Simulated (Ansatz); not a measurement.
# CH3F2In: basis-set convergence

Aim: see how fast density functionals converge with the basis set for CH3F2In.

Computed with Ansatz 0.2.0, Gaussian basis. Level: one geometry, several basis sets.

Plan: PBE0-D4/def2-SVP; ωB97M-V/def2-SVP; PBE0-D4/def2-QZVPP; ωB97M-V/def2-QZVPP; the functionals' def2-TZVPP values are taken from earlier runs.

### Step 1. The relaxed structure

The geometry comes from an earlier relaxation with PBE0-D4 in a triple-zeta def2 set; it is a stationary point, not always the lowest conformer. In takes the def2 core potential; no spin-orbit term is included.

SMILES `F[CH](F)[InH2]`, 7 atoms, charge 0, spin multiplicity 1.

Atoms are counted from 1 here; the program's logs count them from 0.

Bond lengths: F1–C2 1.371 Å, C2–F3 1.371 Å, C2–In4 2.215 Å, C2–H5 1.095 Å, In4–H6 1.723 Å, In4–H7 1.718 Å. Angles: F1–C2–F3 107.0°, F1–C2–In4 109.5°, F1–C2–H5 106.7°, F3–C2–In4 109.5°, F3–C2–H5 106.6°, In4–C2–H5 117.1°, C2–In4–H6 118.8°, C2–In4–H7 116.9°, H6–In4–H7 124.3°.

Coordinates:

```xyz
7
charge 0, multiplicity 1
F     0.09127   -1.77940    0.69159
C     0.57094   -0.49663    0.62048
F     1.82452   -0.56825    0.06914
In   -0.74525    0.71180   -0.68868
H     0.70117   -0.15251    1.65231
H    -1.50463    2.11451   -0.03699
H    -0.93803    0.17048   -2.30783
```

### Step 2. PBE0-D4 in def2-SVP

The input, in.yaml:

```yaml
crystal:
  periodic: [false, false, false]
  atoms:
    - {symbol: F, position_ang: [0.091267, -1.779396, 0.691588]}
    - {symbol: C, position_ang: [0.570940, -0.496628, 0.620479]}
    - {symbol: F, position_ang: [1.824522, -0.568249, 0.069141]}
    - {symbol: In, position_ang: [-0.745252, 0.711803, -0.688685]}
    - {symbol: H, position_ang: [0.701165, -0.152507, 1.652313]}
    - {symbol: H, position_ang: [-1.504625, 2.114511, -0.036992]}
    - {symbol: H, position_ang: [-0.938026, 0.170477, -2.307834]}
basis:
  gaussian: {orbitals: def2-SVP}
hamiltonian: {xc: pbe0, dispersion: d4}
output: {orbitals: {seedname: orbitals}}
```

The runs that follow: ωB97M-V in def2-SVP; PBE0-D4 in def2-QZVPP; ωB97M-V in def2-QZVPP.

Before running them: what should the planned runs give, taken together? Wanted: PBE0-D4: double and triple zeta above quadruple; ωB97M-V: double and triple zeta above quadruple.

**Answer**, as computed:

| quantity | value |
| --- | --- |
| PBE0-D4: double and triple zeta above quadruple | 8.58, 0.39 eV |
| ωB97M-V: double and triple zeta above quadruple | 8.78, 0.38 eV |

PBE0-D4 gains 8.19 eV from double to triple zeta, then 0.39 eV more. Total energies overstate the basis error of differences, where much of it tends to cancel.
